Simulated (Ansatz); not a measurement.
# BCl₂H₂N: taking an electron away

An exercise on one series of results from a longer session: the logs are not shown, and one member is left open.

The runs use Ansatz 0.2.0, Gaussian basis; unrestricted cation, the program's frozen cores in correlated methods.

Levels to be run: UKS PBE-D4/def2-TZVPP; UKS r2SCAN-D4/def2-TZVPP; UKS PBE0-D4/def2-TZVPP; UKS B3LYP-D4/def2-TZVPP; UKS wB97X-V/def2-TZVPP; UKS wB97M-V/def2-TZVPP; UKS B2PLYP/def2-TZVPP; UHF-CCSD(T)/def2-TZVPP; UHF-CCSD(T)/def2-QZVPP; extrapolation to the limit; then −ε(HOMO) from the neutral's earlier runs with LDA (SPW92), PBE-D4, revPBE-D4, BLYP-D4, r2SCAN-D4, B97M-V, PBE0-D4, B3LYP-D4, r2SCANh-D4, r2SCAN0-D4, HSE06-D4, BHLYP-D4, CAM-B3LYP-D4, LC-ωPBE, ωB97X-V, ωB97M-V.

## Structure used throughout

An earlier PBE0-D4 in a triple-zeta def2 set relaxation fixed the geometry.

SMILES `NB(Cl)Cl`, 6 atoms, charge 0, spin multiplicity 1.

Atoms are counted from 1 here; the program's logs count them from 0.

Bond lengths: N1–B2 1.384 Å, N1–H5 1.005 Å, N1–H6 1.005 Å, B2–Cl3 1.761 Å, B2–Cl4 1.761 Å. Angles: B2–N1–H5 122.3°, B2–N1–H6 122.3°, H5–N1–H6 115.4°, N1–B2–Cl3 120.3°, N1–B2–Cl4 120.3°, Cl3–B2–Cl4 119.5°.

Set-up of the first run:

in.yaml reads:

```yaml
crystal:
  periodic: [false, false, false]
  atoms:
    - {symbol: N, position_ang: [0.479513, 0.537537, 0.353233]}
    - {symbol: B, position_ang: [-0.328996, -0.400528, -0.264355]}
    - {symbol: Cl, position_ang: [-2.038218, -0.065496, -0.524966]}
    - {symbol: Cl, position_ang: [0.342877, -1.939113, -0.796284]}
    - {symbol: H, position_ang: [1.458341, 0.378715, 0.517331]}
    - {symbol: H, position_ang: [0.128683, 1.424986, 0.668841]}
basis:
  gaussian: {orbitals: def2-TZVPP}
total_charge: 1
magnetization: {spin_polarized: true, initial_magnetization: 1}
hamiltonian: {xc: pbe, dispersion: d4}
```

Command:

```bash
> ansatz run in.yaml --threads 2 --pin off --events-out ev --progress --plain --max-ram 32768MiB --backend cpu
```

Among the steps run: Cation, UKS PBE-D4/def2-TZVPP; Cation, UKS r2SCAN-D4/def2-TZVPP; Cation, UKS PBE0-D4/def2-TZVPP; Cation, UKS B3LYP-D4/def2-TZVPP; Cation, UKS wB97X-V/def2-TZVPP; Cation, UKS wB97M-V/def2-TZVPP; Cation, UKS B2PLYP (frozen core)/def2-TZVPP; Cation, UHF-CCSD(T)/def2-TZVPP; Cation, UHF-CCSD(T)/def2-QZVPP.

One of the session's tables, all rows but one given; the rest of the session is left out.

It belongs to the step «Ionisation energies side by side». Orbital estimates, from the neutral's runs:

| functional | −ε(HOMO) (eV) |
| --- | --- |
| LDA (SPW92) | 7.34 |
| PBE-D4 | 7.16 |
| revPBE-D4 | 7.10 |
| BLYP-D4 | 7.01 |
| r2SCAN-D4 | 7.49 |
| B97M-V | 7.55 |
| PBE0-D4 | 8.57 |
| B3LYP-D4 | 8.31 |
| r2SCANh-D4 | 8.01 |
| r2SCAN0-D4 | 8.80 |
| HSE06-D4 | 8.17 |
| BHLYP-D4 | 9.86 |
| CAM-B3LYP-D4 | 9.98 |
| LC-ωPBE | 11.42 |
| ωB97X-V | 11.01 |
| ωB97M-V | ? |

Estimate the missing values for ωB97M-V.

**Answer.** −ε(HOMO) (eV): 10.88. In the column «−ε(HOMO) (eV)» it lies between CAM-B3LYP-D4 (9.98) and ωB97X-V (11.01).

Caveats from the session: The cation may have settled in a state other than its lowest; no search over hole states beyond the program's own was made.
